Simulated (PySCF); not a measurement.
# CH6FSi2: the cost of one run

Programs: PySCF 2.14.0, with routines of our own; each step states its level. All values are computed. Atoms count from 0.

## 1. The starting structure

10 atoms, charge -1, multiplicity 1; geometry from: GFN2-xTB.

## 2. Magnetic properties: GIAO CAM-B3LYP/aug-pcSseg-1

Job settings and geometry (Å):

```
{"job": {"kind": "mag", "xc": "CAM-B3LYP", "basis": "aug-pcSseg-1", "isotopologues": 4}, "charge": -1, "multiplicity": 1}
F     -2.833127    -0.317414     0.759534
Si    -1.420039     0.541983     0.247762
C     -0.089345    -0.845846     0.297391
Si     1.199410     0.502059     0.416813
H     -1.800597     0.479788    -1.215393
H      0.039232    -1.516221    -0.557485
H     -0.100901    -1.458666     1.201682
H      2.613990    -0.043101     0.320261
H      1.220475     1.193981     1.709870
H      1.179785     1.468091    -0.687908
```

Level: GIAO CAM-B3LYP/aug-pcSseg-1 magnetisability, rotational g tensor and spin-rotation constants, non-relativistic, gas phase.

Command:

```console
OMP_NUM_THREADS=1 python excited_run.py task.json out
```

This one command runs all jobs of the session in turn.

Q: Estimate the wall time and peak memory of this first job on 1 thread of Arm Neoverse V2, shared host.

About 19 s, with a peak of 0.77 GiB.
